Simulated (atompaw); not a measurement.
# Iodine: generating and testing a PAW (atompaw) potential

Task: generate the file, and judge it by its logarithmic derivatives, its ghosts and its cutoff.

Program: atompaw 4.2.0.5. Reference atom: LDA (PW92), scalar-relativistic, spherical and spin-unpolarised. All values are calculated.

**1. Settings**

The settings as typed:

```
element                 : iodine (I, Z = 53)
type                    : PAW
frozen core             : [Ar] 3d10
valence charge          : 25
reference configuration : 4s2 4p6 4d10 5s2 5p5
partial waves           : 4s (bound): rc 1.00 bohr; 5s (bound): rc 1.35 bohr; 4p (bound): rc 1.20 bohr; 5p (bound): rc 1.10 bohr; 4d (bound): rc 1.35 bohr; 4d channel at -1.35 Ry: rc 1.35 bohr
local potential         : troulliermartins scheme with l = 3 at 1 Ry, radius 1.30 bohr
core correction         : smooth core density matched at 1.00 bohr
augmentation charge     : sinc compensation charge, radius 1.30 bohr; PAW radius 1.35 bohr; waves and projectors: custom rrkj gramschmidtortho
```

An earlier all-electron run gives the scale for the radii.

All-electron outer shells of the reference configuration (LDA (PW92), scalar-relativistic, ld1.x):

| shell | level (eV) | outermost node (bohr) | outermost maximum (bohr) |
| --- | --- | --- | --- |
| 3p | -858.91 | 0.13 | 0.28 |
| 3d | -606.21 | – | 0.23 |
| 4s | -180.16 | 0.37 | 0.68 |
| 4p | -127.34 | 0.37 | 0.72 |
| 4d | -50.33 | 0.35 | 0.78 |
| 5s | -17.65 | 0.88 | 1.70 |
| 5p | -7.24 | 0.96 | 2.02 |

**2. The generation run**

I.input reads:

```
I 53
LDA-PW scalarrelativistic loggrid 1500 logderivrange -15 5 501
5 5 4 0 0 0
5 1 5
0 0 0
c
c
c
v
v
c
c
v
v
c
v
2
1.35 1.30 1.30 1.00
n
n
y
-1.35
n
custom rrkj gramschmidtortho sinc
3 1 troulliermartins
1.00
1.35
1.20
1.10
1.35
1.35
PWSCFOUT
UPFDX 0.0125d0 UPFXMIN -7.d0 UPFZMESH 53.d0
END
```

On the command line:

```sh
$ atompaw < I.input > I.log
```

Before running it: what results should come out? Wanted: cutoffs for 10 and 1 mRy, occupied levels; bound ghosts; largest phase difference near zero energy, channels read; lowest eigenvalue of the overlap; share of valence orbitals outside the PAW sphere; UPF file.

**Answer**, as computed:

| quantity | value |
| --- | --- |
| cutoffs for 10 and 1 mRy, occupied levels | 100 Ry and 160 Ry |
| bound ghosts | s at -323.98 eV |
| largest phase difference near zero energy, channels read | 0.003 rad |
| lowest eigenvalue of the overlap (Bessel basis) | 0.105 (s) |
| share of valence orbitals outside the PAW sphere | 4s 2 %, 5s 84 %, 4p 4 %, 5p 93 %, 4d 12 % |
| UPF file | written |

What this shows: A bound ghost (s) makes it unfit for use: electrons can fall into a state that the atom doesn't have. It counts as hard, with 100 Ry needed at the looser tolerance. Near zero energy the phases of the channels with partial waves agree within 0.003 rad. These are tests on the free atom; a crystal test is still owed.
